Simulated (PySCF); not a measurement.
# HfH4O4 (SMILES O[Hf](O)(O)O): levels of theory compared

Aim: a comparison of 6 runs (HF/def2-SVP, B3LYP/def2-SVP, PBE/def2-SVP, PBE0/def2-SVP, wB97X/def2-SVPD, MP2/def2-SVP) of HfH4O4. Input form: a Python script.

Program for the calculation: PySCF 2.14.0.

## (1) The system as given

HfH4O4: 9 atoms, total charge 0, spin state singlet. SMILES: `O[Hf](O)(O)O`. Geometry: relaxed at PBE0-D4/def2-TZVP. This is one conformer, not always the lowest.

Bond lengths: O1–Hf2 1.935 Å, Hf2–O3 1.935 Å, Hf2–O4 1.935 Å, Hf2–O5 1.935 Å, O1–H6 0.951 Å, O3–H7 0.951 Å, O4–H8 0.951 Å, O5–H9 0.951 Å. Angles: O1–Hf2–O3 109.7°, O1–Hf2–O4 109.3°, O1–Hf2–O5 109.3°, O3–Hf2–O4 109.3°, O3–Hf2–O5 109.3°, O4–Hf2–O5 109.7°, Hf2–O1–H6 155.7°, Hf2–O3–H7 155.6°, Hf2–O4–H8 155.7°, Hf2–O5–H9 155.6°.

## (2) Energy and forces at HF/def2-SVP (core potential) (run 1)

calc.py reads:

```python
# O[Hf](O)(O)O
import pyscf.grad
from pyscf import gto

mol = gto.M(
    atom='''
O   -0.465480   0.093230   1.875660
Hf  -0.000030  -0.000030  -0.000040
O    1.882280   0.386640  -0.225910
O   -0.373310  -1.778130  -0.665360
O   -1.043620   1.298150  -0.984570
H   -0.650000  -0.255480   2.740830
H    2.637200   0.928630  -0.427210
H   -0.213580  -2.562040  -1.179310
H   -1.773460   1.889040  -1.134080
''',
    verbose=3,
    basis='def2-svp',
    max_memory=1860,
    ecp={'Hf': 'def2-svp'},
    charge=0,
)

myscf = mol.RHF()
myscf.conv_tol = 1e-10
myscf.kernel()
if not myscf.converged:
    myscf = myscf.newton().run(myscf.mo_coeff, myscf.mo_occ)

e_final = myscf.e_tot
print('E(%s) = %.9f' % ('HF', e_final))
grad = myscf.Gradients().kernel()
myscf.analyze()
```

Launch:

```
$ OMP_NUM_THREADS=1 python calc.py
```

The log of the run:

```text
converged SCF energy = -349.282833507976
[... 18 lines left out ...]
MO #9   energy= -1.26593849068912  occ= 2
[... 8 lines left out ...]
MO #18  energy= -0.517002554822006 occ= 2
[... 8 lines left out ...]
MO #27  energy= 0.118359797119872  occ= 0
[... 8 lines left out ...]
MO #36  energy= 0.303139166582867  occ= 0
[... 8 lines left out ...]
MO #45  energy= 0.840810163277059  occ= 0
[... 8 lines left out ...]
MO #54  energy= 1.18554960859049   occ= 0
[... 8 lines left out ...]
MO #63  energy= 1.38984616338067   occ= 0
[... 8 lines left out ...]
MO #72  energy= 1.71884790742213   occ= 0
[... 8 lines left out ...]
MO #81  energy= 2.15722969674917   occ= 0
[... 8 lines left out ...]
MO #90  energy= 3.04162760557784   occ= 0
[... 8 lines left out ...]
MO #99  energy= 3.42465659183794   occ= 0
[... 8 lines left out ...]
MO #108 energy= 707.208929778214   occ= 0
[... 10 lines left out ...]
Dipole moment(X, Y, Z, Debye):  0.00060,  0.00046,  0.00090
```

Run time: 24 s. Hardware: 1 thread of Intel Xeon at 2.70GHz, shared host; peak memory 0.25 GiB.

## (3) Energy and forces at B3LYP/def2-SVP (core potential) (run 2)

job.py reads:

```python
import pyscf.grad
from pyscf import gto, dft

mol = gto.M(
    atom=[
    ('O', (-0.465480, 0.093230, 1.875660)),
    ('Hf', (-0.000030, -0.000030, -0.000040)),
    ('O', (1.882280, 0.386640, -0.225910)),
    ('O', (-0.373310, -1.778130, -0.665360)),
    ('O', (-1.043620, 1.298150, -0.984570)),
    ('H', (-0.650000, -0.255480, 2.740830)),
    ('H', (2.637200, 0.928630, -0.427210)),
    ('H', (-0.213580, -2.562040, -1.179310)),
    ('H', (-1.773460, 1.889040, -1.134080)),
],
    verbose=4,
    max_memory=1860,
    basis='def2-svp',
    ecp={'Hf': 'def2-svp'},
)

mf = dft.RKS(mol)
mf.xc = 'b3lyp'
mf.conv_tol = 1e-10
mf.grids.level = 5
mf.kernel()
if not mf.converged:
    mf = mf.newton().run(mf.mo_coeff, mf.mo_occ)

etot = mf.e_tot
print('Final energy', etot)
grad = mf.Gradients().kernel()
dip = mf.dip_moment()
pop, q = mf.mulliken_pop()
```

Launch:

```
$ OMP_NUM_THREADS=1 python job.py
```

The log of the run:

```text
PySCF version 2.14.0

[... 75 lines left out ...]
converged SCF energy = -351.364745825062
Final energy -351.3647458250622
[... 12 lines left out ...]
Dipole moment(X, Y, Z, Debye):  0.00054,  0.00047,  0.00085
[... 79 lines left out ...]
pop of  4 O 2py           0.95589
pop of  4 O 2pz           1.02083
pop of  4 O 3px           0.53535
pop of  4 O 3py           0.57823
pop of  4 O 3pz           0.71618
pop of  4 O 3dxy          0.00202
pop of  4 O 3dyz          0.00045
pop of  4 O 3dz^2         0.00085
pop of  4 O 3dxz          0.00037
pop of  4 O 3dx2-y2       0.00025
pop of  5 H 1s            0.68793
pop of  5 H 2s            0.05822
pop of  5 H 2px           0.01772
pop of  5 H 2py           0.02009
pop of  5 H 2pz           0.03079
pop of  6 H 1s            0.68792
pop of  6 H 2s            0.05822
pop of  6 H 2px           0.02718
pop of  6 H 2py           0.02343
pop of  6 H 2pz           0.01799
pop of  7 H 1s            0.68792
pop of  7 H 2s            0.05822
pop of  7 H 2px           0.01799
pop of  7 H 2py           0.02821
pop of  7 H 2pz           0.02240
pop of  8 H 1s            0.68792
pop of  8 H 2s            0.05822
pop of  8 H 2px           0.02764
pop of  8 H 2py           0.02347
pop of  8 H 2pz           0.01749
 ** Mulliken atomic charges  **
charge of    0O =     -0.45483
charge of    1Hf =      1.07832
charge of    2O =     -0.45484
charge of    3O =     -0.45485
charge of    4O =     -0.45484
charge of    5H =      0.18526
charge of    6H =      0.18526
charge of    7H =      0.18526
charge of    8H =      0.18527
```

It took 56 s on 1 thread of Intel Xeon at 2.70GHz, shared host; peak memory 1.1 GiB.

Run 3 isn't shown in full; the table further down has it.

## (4) Energy and forces at PBE0/def2-SVP (core potential) (run 4)

calc.py reads:

```python
# O[Hf](O)(O)O
from pyscf import gto, dft

system = gto.M(
    atom=[
    ('O', (-0.465480, 0.093230, 1.875660)),
    ('Hf', (-0.000030, -0.000030, -0.000040)),
    ('O', (1.882280, 0.386640, -0.225910)),
    ('O', (-0.373310, -1.778130, -0.665360)),
    ('O', (-1.043620, 1.298150, -0.984570)),
    ('H', (-0.650000, -0.255480, 2.740830)),
    ('H', (2.637200, 0.928630, -0.427210)),
    ('H', (-0.213580, -2.562040, -1.179310)),
    ('H', (-1.773460, 1.889040, -1.134080)),
],
    ecp={'Hf': 'def2-svp'},
    basis='def2-svp',
    charge=0,
    max_memory=1860,
    verbose=4,
)

mf = dft.RKS(system, xc='pbe0')
mf.conv_tol = 1e-10
mf.grids.level = 5
mf.kernel()
if not mf.converged:
    mf = mf.newton().run(mf.mo_coeff, mf.mo_occ)

etot = mf.e_tot
print(f'total energy: {etot:.8f} hartree')
grad = mf.nuc_grad_method().kernel()
mf.analyze()
```

Launch:

```
$ OMP_NUM_THREADS=1 python calc.py
```

The log of the run:

```text
PySCF version 2.14.0

[... 92 lines left out ...]
Two-electron Energy =                  355.129561637390054
[... 11 lines left out ...]
MO #8   energy= -1.32908572307838  occ= 2
[... 9 lines left out ...]
MO #18  energy= -0.351657998254464 occ= 2
[... 9 lines left out ...]
MO #28  energy= 0.0514969579588904 occ= 0
[... 9 lines left out ...]
MO #38  energy= 0.224193257560156  occ= 0
[... 9 lines left out ...]
MO #48  energy= 0.729196564413779  occ= 0
[... 9 lines left out ...]
MO #58  energy= 1.04603874827357   occ= 0
[... 9 lines left out ...]
MO #68  energy= 1.19240970747499   occ= 0
[... 9 lines left out ...]
MO #78  energy= 1.60518062832912   occ= 0
[... 9 lines left out ...]
MO #88  energy= 2.676702258888     occ= 0
[... 9 lines left out ...]
MO #98  energy= 3.05081282630445   occ= 0
[... 9 lines left out ...]
MO #108 energy= 707.186732884767   occ= 0
[... 81 lines left out ...]
pop of  4 O 2pz           1.79909
pop of  4 O 3px           0.01168
pop of  4 O 3py           0.01140
pop of  4 O 3pz           0.01122
pop of  4 O 3dxy          0.00193
pop of  4 O 3dyz          0.00022
pop of  4 O 3dz^2         0.00086
pop of  4 O 3dxz          0.00028
pop of  4 O 3dx2-y2       0.00027
pop of  5 H 1s            0.64636
pop of  5 H 2s            0.01839
pop of  5 H 2px           0.00105
pop of  5 H 2py           0.00150
pop of  5 H 2pz           0.00155
pop of  6 H 1s            0.64636
pop of  6 H 2s            0.01836
pop of  6 H 2px           0.00141
pop of  6 H 2py           0.00158
pop of  6 H 2pz           0.00109
pop of  7 H 1s            0.64634
pop of  7 H 2s            0.01844
pop of  7 H 2px           0.00134
pop of  7 H 2py           0.00144
pop of  7 H 2pz           0.00141
pop of  8 H 1s            0.64632
pop of  8 H 2s            0.01849
pop of  8 H 2px           0.00155
pop of  8 H 2py           0.00127
pop of  8 H 2pz           0.00119
 ** Mulliken atomic charges  **
charge of    0O =     -0.66408
charge of    1Hf =      1.33424
charge of    2O =     -0.66481
charge of    3O =     -0.66228
charge of    4O =     -0.66762
charge of    5H =      0.33115
charge of    6H =      0.33120
charge of    7H =      0.33103
charge of    8H =      0.33118
Dipole moment(X, Y, Z, Debye):  0.00056,  0.00045,  0.00082
```

Run time: 59 s. Hardware: 1 thread of Intel Xeon at 2.70GHz, shared host; peak memory 1.1 GiB.

Run 5 isn't shown in full; the table further down has it.

## (5) Energy and gradient at MP2/def2-SVP (core potential) (run 6)

calc.py reads:

```python
# O[Hf](O)(O)O
import pyscf.grad
from pyscf import gto, mp

molecule = gto.M(
    atom='''
O   -0.465480   0.093230   1.875660
Hf  -0.000030  -0.000030  -0.000040
O    1.882280   0.386640  -0.225910
O   -0.373310  -1.778130  -0.665360
O   -1.043620   1.298150  -0.984570
H   -0.650000  -0.255480   2.740830
H    2.637200   0.928630  -0.427210
H   -0.213580  -2.562040  -1.179310
H   -1.773460   1.889040  -1.134080
''',
    max_memory=1860,
    ecp={'Hf': 'def2-svp'},
    basis='def2-svp',
    verbose=3,
    charge=0,
    spin=0,
)

myscf = molecule.RHF()
myscf.conv_tol = 1e-10
myscf.kernel()
if not myscf.converged:
    myscf = myscf.newton().run(myscf.mo_coeff, myscf.mo_occ)

pt = mp.MP2(myscf, frozen=4).run()
e_final = pt.e_tot
print('E(%s) = %.9f' % ('MP2', e_final))
grad = pt.Gradients().kernel()
myscf.analyze()
```

Launch:

```
$ OMP_NUM_THREADS=1 python calc.py
```

The log of the run:

```text
converged SCF energy = -349.282833507976
[... 20 lines left out ...]
MO #9   energy= -1.26593849068912  occ= 2
[... 8 lines left out ...]
MO #18  energy= -0.517002554822006 occ= 2
[... 8 lines left out ...]
MO #27  energy= 0.118359797119872  occ= 0
[... 8 lines left out ...]
MO #36  energy= 0.303139166582867  occ= 0
[... 8 lines left out ...]
MO #45  energy= 0.840810163277059  occ= 0
[... 8 lines left out ...]
MO #54  energy= 1.18554960859049   occ= 0
[... 8 lines left out ...]
MO #63  energy= 1.38984616338067   occ= 0
[... 8 lines left out ...]
MO #72  energy= 1.71884790742213   occ= 0
[... 8 lines left out ...]
MO #81  energy= 2.15722969674917   occ= 0
[... 8 lines left out ...]
MO #90  energy= 3.04162760557784   occ= 0
[... 8 lines left out ...]
MO #99  energy= 3.42465659183794   occ= 0
[... 8 lines left out ...]
MO #108 energy= 707.208929778214   occ= 0
[... 10 lines left out ...]
Dipole moment(X, Y, Z, Debye):  0.00060,  0.00046,  0.00090
```

Wall time 32 s (1 thread of Intel Xeon at 2.70GHz, shared host); peak memory 1.4 GiB.

## (6) The series

| run | level | integration grid | frozen core orbitals | energy (Eh) | dipole moment (D) of the reference | HOMO energy (eV) | LUMO energy (eV) | wall time |
| --- | --- | --- | --- | --- | --- | --- | --- | --- |
| 1 | HF/def2-SVP (core potential) | – | – | -349.282834 | 0.00 | -12.76 | 2.47 | 24 s |
| 2 | B3LYP/def2-SVP (core potential) | 5 | – | -351.364746 | 0.00 | -7.97 | -0.08 | 56 s |
| 3 | PBE/def2-SVP (core potential) | 5 | – | -351.049447 | 0.00 | -6.55 | -0.47 | 55 s |
| 4 | PBE0/def2-SVP (core potential) | 5 | – | -351.010237 | 0.00 | -8.30 | 0.26 | 59 s |
| 5 | wB97X/def2-SVPD (core potential) | 5 | – | -351.328851 | 0.00 | -11.22 | 1.45 | 3.1 min |
| 6 | MP2/def2-SVP (core potential) | – | 4 | -350.263357 | 0.00 | -12.76 | 2.47 | 32 s |

## (7) What came out

| quantity | value |
| --- | --- |
| run 6: total energy | -350.26336 Eh |
| run 6: dipole moment (Hartree–Fock density) | 0.00 D |
| run 6: HOMO energy (Hartree–Fock orbitals) | -12.76 eV |
| run 6: LUMO energy (Hartree–Fock orbitals) | 2.47 eV |
| run 6: HOMO–LUMO gap (Hartree–Fock orbitals) | 15.23 eV |
| run 6: correlation energy (4 core orbitals frozen) | -980.5 mEh |
| run 6: largest force on an atom | 0.399 eV/Å |

What this shows: Over runs 1, 2, 3, 4, 5 the HOMO–LUMO gap runs from 6.08 eV (PBE/def2-SVP) to 15.23 eV (HF/def2-SVP). Exact exchange widens orbital gaps. Totals of different functionals can't be ranked against each other. All runs together took 6.9 min, the longest 3.1 min.
